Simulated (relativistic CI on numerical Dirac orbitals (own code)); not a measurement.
**Ni¹⁷⁺: how the levels respond to the fine-structure constant and the nuclear radius**

How sensitive are the low transitions of Ni¹⁷⁺ to a change of α? Wanted is q = dE/dx with x = (α/α0)² − 1, and the field-shift factor by the mean square nuclear radius, for the lowest 12 levels.

The numbers are computed with relativistic CI on numerical Dirac orbitals (own code) version 2 (Dirac-Coulomb-Breit CI, KLI orbitals optimised for each configuration, derivatives by finite differences), except any that are marked as measured or tabulated.

## Step 1: The system

* ion: Ni¹⁷⁺ (Ni XVIII)
* nuclear charge: 28
* electrons: 11
* isotope: A = 58
* first configuration: [Ne] 3s

Outer shells as boxes (Hund's rule):

[Ne] 3s1
```
[Ne] core
3s [↑ ]
```

## Step 2: The run

Settings of the run:

```ini
atom Ni  Z=28  charge=17  electrons=11
nucleus A=58  rms_radius_fm=3.7757
hamiltonian dirac-coulomb  breit=on  qed=off  c_scale=1
orbitals kli  potential=per-configuration
slater_scale 1
correlation none
mixing on
configurations
  [Ne] 3s
  [Ne] 3p
  [Ne] 3d
  [Ne] 4s
  [Ne] 4p
  [Ne] 4d
  [Ne] 4f
end
derivatives alpha2 +-0.01 radius +-1%
```

Before running it: what results should come out? Wanted: lowest level; largest q in size, lowest 12 levels; largest field-shift factor among them.

The runs gave:

| quantity | value |
| --- | --- |
| lowest level | 3s 2S1/2 |
| largest q in size, lowest 12 levels | 45540 cm⁻¹ (3d 2D5/2) |
| largest field-shift factor among them | -26.6 GHz/fm² (3p 2P°3/2) |

What this shows: Among these levels the largest q belongs to 3d 2D5/2, a change of configuration. K = 2q/E, the relative sensitivity of a level, hangs on the computed energy: between configurations that lie close it can be off by a factor of several.
